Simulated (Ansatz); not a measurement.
# BClH₂O₂ (SMILES OB(O)Cl): one structure at several levels

One table from this session's results is given with a row withheld; the runs are named, their logs left out.

Method: single points in def2-TZVPP; program: Ansatz 0.2.0, Gaussian basis.

Correlated methods freeze the cores. B3LYP uses VWN-RPA correlation.

## Where the work starts

SMILES `OB(O)Cl`, 6 atoms, charge 0, spin multiplicity 1.

Atoms are counted from 1 here; the program's logs count them from 0.

Bond lengths: O1–B2 1.309 Å, O1–H5 0.927 Å, B2–O3 1.311 Å, B2–Cl4 1.742 Å, O3–H6 0.975 Å. Angles: B2–O1–H5 114.4°, O1–B2–O3 120.6°, O1–B2–Cl4 123.9°, O3–B2–Cl4 115.6°, B2–O3–H6 114.0°.

As a file:

| atom | x (Å) | y (Å) | z (Å) |
| --- | --- | --- | --- |
| O1 | 0.16270 | 0.95140 | -0.51560 |
| B2 | -0.14990 | -0.22010 | -0.02240 |
| O3 | 0.58470 | -0.76630 | 0.91610 |
| Cl4 | -1.52790 | -1.15310 | -0.53630 |
| H5 | -0.46470 | 1.29900 | -1.10230 |
| H6 | 1.31570 | -0.20050 | 1.22740 |

The first run:

Input file run/in.yaml:

```yaml
crystal:
  periodic: [false, false, false]
  atoms:
    - {symbol: O, position_ang: [0.162700, 0.951400, -0.515600]}
    - {symbol: B, position_ang: [-0.149900, -0.220100, -0.022400]}
    - {symbol: O, position_ang: [0.584700, -0.766300, 0.916100]}
    - {symbol: Cl, position_ang: [-1.527900, -1.153100, -0.536300]}
    - {symbol: H, position_ang: [-0.464700, 1.299000, -1.102300]}
    - {symbol: H, position_ang: [1.315700, -0.200500, 1.227400]}
basis:
  gaussian: {orbitals: def2-TZVPP}
correlation: {method: ccsd_t}
output: {forces: true}
```

Started as:

```console
ansatz run in.yaml --threads 4 --pin off --events-out ev --progress --plain --max-ram 5222MiB
```

Steps of the session up to this table: CCSD(T)/def2-TZVPP; PBE0-D4/def2-TZVPP; wB97M-V/def2-TZVPP; r2SCAN-D4/def2-TZVPP; PBE-D4/def2-TZVPP; CAM-B3LYP-D4/def2-TZVPP; B3LYP-D4/def2-TZVPP.

One of the session's tables, all rows but one given; the rest of the session is left out.

```
      method  RMS force component (eV/Å)  angle to CCSD(T) forces (°)  dipole (D)
     CCSD(T)                       1.141                    reference        2.07
     PBE0-D4                       1.016                          5.0        2.11
     wB97M-V                       1.071                          3.6        2.11
   r2SCAN-D4                       1.060                          4.2        2.13
      PBE-D4                           ?                            ?           ?
CAM-B3LYP-D4                       0.992                          7.5        2.12
    B3LYP-D4                       1.055                          5.9        2.10
```

Estimate the missing values for PBE-D4.

The run gave: RMS force component (eV/Å): 1.193; angle to CCSD(T) forces (°): 10.8; dipole (D): 2.08. In the column «RMS force component (eV/Å)» it is the highest.

Caveats from the session: CCSD(T) in triple zeta still lacks some correlation energy of the bonds, so part of these gaps is its own basis error and they don't rank the functionals.
